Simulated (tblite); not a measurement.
# H25N15Si10: the cost of one run

Programs: tblite 0.8.0 and PySCF 2.14.0, with routines of our own; each step states its level. All values are computed. Atoms count from 0.

## 1. The system as given

50 atoms, charge 0, multiplicity 1; geometry from: force field, distance geometry or constructed start.

## 2. Optimising the geometry with GFN2-xTB

Job settings and geometry (Å):

```
{"job": {"kind": "relax", "xc": "GFN2-xTB", "basis": "xTB"}, "charge": 0, "multiplicity": 1}
Si     2.599400    -0.001800     1.523400
Si     0.798500     2.470100     1.518100
Si    -2.093800     1.522700     1.526000
Si    -2.099700    -1.520600     1.518800
Si     0.800700    -2.468700     1.528400
Si     2.591200    -0.000500    -1.527600
Si     0.801800     2.469200    -1.528300
Si    -2.095600     1.527700    -1.523500
Si    -2.096300    -1.527100    -1.525400
Si     0.798900    -2.468300    -1.523400
N      2.284100     1.659800     2.051000
H      2.951300     2.144000     2.652700
N     -0.876600     2.688300     2.058100
H     -1.126000     3.471800     2.650000
N     -2.828100     0.005100     2.053300
H     -3.653000     0.000600     2.659000
N      2.286600    -1.659100     2.054000
H      2.952700    -2.149400     2.651700
N     -0.873800    -2.685800     2.055600
H     -1.125400    -3.471500     2.655400
N      3.490700     0.003800     0.001500
H      4.512100     0.001500    -0.000200
N      1.082800     3.326600     0.006600
H      1.390400     4.287800    -0.001500
N      2.286700     1.663600    -2.052200
H      2.947700     2.145100    -2.650200
N     -2.825200     2.055400    -0.000700
H     -3.651700     2.653300     0.001200
N     -0.872600     2.688000    -2.055100
H     -1.127100     3.472800    -2.649300
N     -2.822300    -2.052500    -0.001100
H     -3.653000    -2.651400     0.000200
N     -2.826900     0.000100    -2.055000
H     -3.649000    -0.001300    -2.649000
N      1.080600    -3.320200    -0.003300
H      1.395100    -4.289900    -0.002900
N      2.285400    -1.660900    -2.057200
H      2.954700    -2.143500    -2.655300
N     -0.872100    -2.691500    -2.053200
H     -1.133000    -3.469000    -2.651500
H      3.835800    -0.002300     2.258500
H      1.191300     3.642600     2.258400
H     -3.098400     2.255700     2.251100
H     -3.100700    -2.255200     2.252900
H      1.181700    -3.646500     2.257100
H      3.834000     0.001600    -2.258100
H      1.187800     3.648300    -2.255300
H     -3.103600     2.257300    -2.252400
H     -3.101700    -2.254300    -2.254500
H      1.187300    -3.647500    -2.252700
```

The run is started by

```sh
> OMP_NUM_THREADS=2 python large_run.py task.json out
```

The driver reads the jobs from task.json and runs them one after another.

Q: Estimate the wall time and peak memory of this first job on 2 threads of Arm Neoverse N1, shared host.

About 5.5 s, with a peak of 0.16 GiB.
